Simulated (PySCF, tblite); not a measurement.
# C5H6B2Cl2: geometry, infrared bands and NMR shifts

What infrared bands and NMR shifts should C5H6B2Cl2 (`C#CB/C=C\CB(Cl)Cl`) show?

The runs use tblite 0.8.0 and PySCF 2.14.0, with density-fitted response routines of our own; the level of theory stands in each step. All values are computed, except where a source is named. Atoms are numbered from 0 throughout.

## Step 1: Starting geometry

15 atoms, charge 0, multiplicity 1; geometry from: force field or distance geometry start.

Bonds of the start (Å): C0–C1 1.22, C1–B2 1.54, B2–C3 1.57, C3–C4 1.32, C4–C5 1.50, C5–B6 1.60, B6–Cl7 1.84, B6–Cl8 1.85, C0–H9 1.06, B2–H10 1.19, C3–H11 1.08, C4–H12 1.10, C5–H13 1.11, C5–H14 1.11.

## Step 2: Relaxing the molecule with GFN2-xTB

What the job is given:

```
{"job": {"kind": "relax", "xc": "GFN2-xTB", "basis": "xTB"}, "charge": 0, "multiplicity": 1}
C      4.005500     0.023200     0.635800
C      2.861700    -0.352300     0.452900
B      1.415400    -0.834700     0.259200
C      0.322200     0.009300     1.002200
C     -0.840600     0.348500     0.476900
C     -1.250800    -0.010800    -0.916700
B     -2.587100    -0.874500    -0.759400
Cl    -3.592400    -1.308200    -2.240300
Cl    -3.509200    -0.804500     0.842100
H      4.992700     0.373900     0.809600
H      1.155500    -1.513500    -0.688700
H      0.533600     0.301700     2.022300
H     -1.538700     0.936000     1.088700
H     -0.534100    -0.668500    -1.444800
H     -1.438100     0.876600    -1.561800
```

Run with:

```
> OMP_NUM_THREADS=1 python probes_run.py task.json out
```

The driver reads the jobs from task.json and runs them one after another.

**Question.** This job is followed by: GFN2-xTB harmonic vibrations, gas phase; GIAO PBE0/pcSseg-1 NMR shielding, non-relativistic, gas phase. Predict these results of the whole session: strongest single infrared mode (GFN2-xTB); zero-point energy (GFN2-xTB); 13C shifts against TMS (PBE0/pcSseg-1); 1H shifts against TMS (PBE0/pcSseg-1, means over atoms taken as alike); 11B shifts against BF3·OEt2 (PBE0/pcSseg-1); 35Cl shifts against HCl (PBE0/pcSseg-1, means over atoms taken as alike).

The runs gave:

| quantity | value |
| --- | --- |
| strongest single infrared mode (GFN2-xTB) | 1023 cm⁻¹, 145 km/mol |
| zero-point energy (GFN2-xTB) | 60.8 kcal/mol |
| 13C shifts against TMS (PBE0/pcSseg-1) | 153.1, 135.8, 102.8, 96.4, 35.5 ppm |
| 1H shifts against TMS (PBE0/pcSseg-1, means over atoms taken as alike) | 6.96, 6.30, 4.42, 2.49, 2.43 ppm |
| 11B shifts against BF3·OEt2 (PBE0/pcSseg-1) | 61.8, 1.5 ppm |
| 35Cl shifts against HCl (PBE0/pcSseg-1, means over atoms taken as alike) | 287 ppm |

In words: Over 246 steps the energy fell by 0.834 eV; of the close pairs, B2–Cl8 changed most, 4.959 to 2.073 Å. All 39 modes are real, so the xTB geometry is a minimum. The strongest single mode, at 1023 cm⁻¹, is carried by B6, C5, H14. Unscaled tight-binding wavenumbers are off by several per cent, some by more. Its intensities can rank the bands wrongly. At PBE0/pcSseg-1: Shielding is most anisotropic at Cl7, Cl8 (span 488 ppm, paramagnetic term -484 ppm).
